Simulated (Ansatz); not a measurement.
**BGeHF (doublet): wave-function methods side by side, cc-pVDZ**

An exercise on one series of results from a longer session: the logs are not shown, and one member is left open.

Program: Ansatz 0.2.0, Gaussian basis. Level of theory: cc-pVDZ, core rule «outside noble gas», up to 16 orbitals frozen. These are calculated values, not measurements.

Plan: UHF; CCSD(T) on ROHF; BCCD(T) on ROHF; CISD as a restricted active space (open shells left free, so some higher excitations enter); CCSDT(Q) on ROHF; CCSDT(Q) on UHF; CASSCF and MRCISD+Q, 9 electrons in 9 orbitals; CASSCF and NEVPT2, 9 electrons in 9 orbitals.

19 further runs of the same task are left out: 7 that didn't finish, 12 set aside as unsound or not needed. Runs told in other sessions of the task aren't counted.

### The geometry

The geometry is a PBE0/def2-TZVP stationary point (not a proven minimum) of the parent state, kept for this charge and spin. No spin-orbit coupling is included. The filled d shell of Ge may be among the frozen orbitals whatever the setting's name suggests.

4 atoms, charge 0, spin multiplicity 2.

Atoms are counted from 1 here; the program's logs count them from 0.

Bond lengths: F1–B2 1.313 Å, B2–Ge3 2.044 Å, Ge3–H4 1.540 Å. Angles: F1–B2–Ge3 118.5°, B2–Ge3–H4 124.6°.

The first run:

in.yaml reads:

```yaml
crystal:
  periodic: [false, false, false]
  atoms:
    - {symbol: F, position_ang: [0.000000, -0.189970, 2.185434]}
    - {symbol: B, position_ang: [0.000000, 0.665666, 1.189921]}
    - {symbol: Ge, position_ang: [0.000000, -0.060678, -0.721086]}
    - {symbol: H, position_ang: [0.000000, 0.813817, -1.988494]}
basis:
  gaussian: {orbitals: cc-pVDZ}
magnetization: {spin_polarized: true, initial_magnetization: 1}
hamiltonian: {xc: hf}
output: {orbitals: {seedname: orbitals}}
```

Command:

```console
$ ansatz run in.yaml --threads 1 --pin off --events-out ev --progress --plain --max-ram 2393MiB
```

Steps of the session up to this table: UHF; CCSD(T) on ROHF; BCCD(T) on ROHF; CISD as a restricted active space (open shells left free, so some higher excitations enter); CCSDT(Q) on ROHF; CCSDT(Q) on UHF; CASSCF and MRCISD+Q, 9 electrons in 9 orbitals; CASSCF and NEVPT2, 9 electrons in 9 orbitals.

One table of the session follows, with a row left open; its other results are not shown here.

It belongs to the step «Misses and costs». 

| method | from RCCSDT(Q) (meV) |
| --- | --- |
| ROHF | +10512.9 |
| RMP2 | +1221.4 |
| RCCSD | +439.0 |
| RCCSD(T) | +78.2 |
| BCCD(T) | +75.0 |
| RCCSDT | ? |
| RCCSDT(Q) | 0 |
| CASSCF frontier | +8287.5 |
| NEVPT2 frontier | +818.6 |
| MRCISD frontier | +779.3 |
| MRCISD+Q frontier | +160.4 |

Q: Estimate the row for RCCSDT from the others.

The run gave: from RCCSDT(Q) (meV): +29.8. In the column «from RCCSDT(Q) (meV)» it lies between RCCSDT(Q) (0) and BCCD(T) (+75.0).

Not comparable, so not listed: CISD as a restricted active space (open shells left free, so some higher excitations enter); CCSDT(Q) on UHF (they don't share determinant, frozen orbitals or solution with the rows shown, or repeat one).
